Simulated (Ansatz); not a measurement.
The system is FeAu.

```xyz
2
Lattice="1.4117 0.8151 4.4695 -1.4117 0.8151 4.4695 0.0000 -1.6301 4.4695" Properties=species:S:1:pos:R:3 pbc="T T T"
Au    0.0000    0.0000    0.0000
Fe    0.0000    0.0000    6.7042
```

The cell comes from a database or a generator and needn't be the stable form of this composition.

Base run:

| Item | Value |
| --- | --- |
| Program | Ansatz 0.2.0 |
| Functional | PBE |
| Potentials or basis | Ansatz PAW |
| Cutoff | 420 eV (not typed: the program's choice for these potentials) |
| k mesh | 9 × 9 × 9 |
| Occupations | fermi-dirac, width 0.05 eV |
| Spin | collinear spin, ferromagnetic start |
| Starting moments | [0.0, 0.8] μB |
| Fixed moment | 0.8 μB |

Its results: pressure -8.9 GPa; site moments Au -0.05; Fe +0.92 μB.

The run is repeated on the same cell with these changes: fixed moment from 0.8 μB to 1.5 μB; moments at the start from [0.0, 0.8] to [0.0, 1.5]. What comes out?

Pressure -7.6 GPa; site moments Au -0.05; Fe +1.67 μB.

Caveats: the total moment is fixed, so each spin has its own Fermi level; the thresholds are loose for stress.
